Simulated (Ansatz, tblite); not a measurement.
# NaMgBr$_{3}$ with GFN2-xTB from a Python script

These are simulated results from tblite 0.8.0, not measurements. The cell was built from a prototype and was relaxed with r2SCAN in plane waves (Ansatz 0.2.0). It may be hypothetical. All runs are without spin polarisation.

It is cubic, Pm-3m (No. 221); a = 5.269 Å in the conventional setting, 29.25 Å³ an atom. Na has 12 Br at 3.73 Å; Mg has 6 Br at 2.63 Å; Br has 2 Mg at 2.63 Å and 4 Na at 3.73 Å.

tblite solves periodic systems at the zone centre alone, so the script builds a cluster of 2×2×2 conventional cells (40 atoms), which folds in a coarse mesh of k points.

The script, run.py:

```python
import json
from ase import Atoms
from ase.build import make_supercell
from ase.units import Bohr, GPa, Hartree
from tblite.interface import Calculator

atoms = Atoms(['Na', 'Mg', 'Br', 'Br', 'Br'],
              cell=[[5.26880321, 0.0, 0.0], [0.0, 5.26880321, 0.0], [0.0, 0.0, 5.26880321]],
              scaled_positions=[[0.0, 0.0, 0.0], [0.5, 0.5, 0.5], [0.5, 0.5, 0.0], [0.5, 0.0, 0.5], [0.0, 0.5, 0.5]],
              pbc=True)
cluster = make_supercell(atoms, [[2, 0, 0], [0, 2, 0], [0, 0, 2]])
calc = Calculator('GFN2-xTB', cluster.numbers, cluster.positions / Bohr, lattice=cluster.cell[:] / Bohr, periodic=cluster.pbc)
calc.set('temperature', 0.02 / Hartree)
calc.set('max-iter', 150)
res = calc.singlepoint()
levels = res.get('orbital-energies') * Hartree
nv = round(res.get('orbital-occupations').sum() / 2)
cells = len(cluster) // len(atoms)
out = {'energy_per_cell': res.get('energy') * Hartree / cells, 'homo': levels[nv - 1], 'lumo': levels[nv],
       'stress': (-res.get('virial') * Hartree / cluster.get_volume() / GPa).tolist(), 'charges': res.get('charges')[:len(atoms)].tolist(), 'electrons': 2 * nv / cells}
json.dump(out, open('results.json', 'w'))
for key, value in out.items():
    print(key, value)
```

Command: `python run.py`. It took 3.8 s on 1 thread of Arm Neoverse V1, on a shared host, peak memory 0.1 GiB.

Output:

```
------------------------------------------------------------
  cycle        total energy    energy error   density error
------------------------------------------------------------
      1     -103.1434625995  -1.0321180E+02   3.7491333E-01
      2     -105.4516011032  -2.3081385E+00   1.7979024E-01
      3     -103.9306223872   1.5209787E+00   3.2311996E-01
      4     -101.3023815438   2.6282408E+00   4.4719757E-01
      5     -106.3692196040  -5.0668381E+00   7.1796503E-02
      6     -106.5897157988  -2.2049619E-01   6.0775264E-02
      7     -106.8422628325  -2.5254703E-01   1.7871661E-02
      8     -106.7451263838   9.7136449E-02   3.9270004E-02
      9     -106.8189082123  -7.3781829E-02   2.3177802E-02
     10     -106.8523355704  -3.3427358E-02   1.0204585E-03
     11     -106.8524184104  -8.2839997E-05   8.6780745E-04
     12     -106.8524053061   1.3104299E-05   9.6151100E-04
     13     -106.8523916466   1.3659574E-05   9.3345006E-04
     14     -106.8524320458  -4.0399203E-05   4.4341513E-05
     15     -106.8524316528   3.9293725E-07   1.0345565E-04
     16     -106.8524320477  -3.9481868E-07   1.7144694E-05
------------------------------------------------------------

 total:                                   3.080 sec
energy_per_cell -363.45034701139116
homo -12.138274011925096
lumo -9.748498901105183
stress [[2.4518216553146823, 1.6964510611194395e-06, 1.6964517852692446e-06], [1.6964510614099832e-06, 2.451821655314768, 1.6964484487896452e-06], [1.6964517852443348e-06, 1.6964484489012852e-06, 2.451821655314559]]
charges [0.7062744330725818, 0.5329888234431857, -0.4130873928071186, -0.4130873928029816, -0.41308739280431017]
electrons 24.0
```

The cycle table is in hartree for the whole cluster, and the lines after it are in eV (the energy for one cell). The printed stress is in GPa and positive in compression, and the pressure is its mean diagonal.

GFN2-xTB gives a gap of 2.39 eV. On the same cell, plane-wave PBE (Ansatz, 6×6×6 k points and the special points) gives a gap of 2.85 eV and r2SCAN a gap of 3.67 eV; on shared hosts these took about 5.3 and 13 core-seconds on the 5-atom cell, against 3.8 for the script. Semilocal gaps usually lie below measured ones. xTB was fitted to molecules, so gaps, charges and pressures of solids can be far off, and the gap also depends on the size of the cluster.

The same script was run on cells scaled at fixed shape and fractional coordinates:

| volume (Å³/atom) | energy (meV/atom) | pressure (GPa, positive in compression) | gap (eV) |
| --- | --- | --- | --- |
| 25.74 | 101.3 | 7.22 | 2.59 |
| 27.50 | 37.8 | 4.48 | 2.50 |
| 29.25 | 0.0 | 2.45 | 2.39 |
| 31.01 | -19.5 | 1.36 | 2.27 |
| 32.76 | -43.7 | 3.96 | 2.13 |

The minimum lies beyond the largest of these volumes.

xTB was fitted mostly to molecules, and a small cluster samples few k points, so gaps, pressures and kinks along a curve can be far from a solid's.

Spin-orbit coupling is left out.
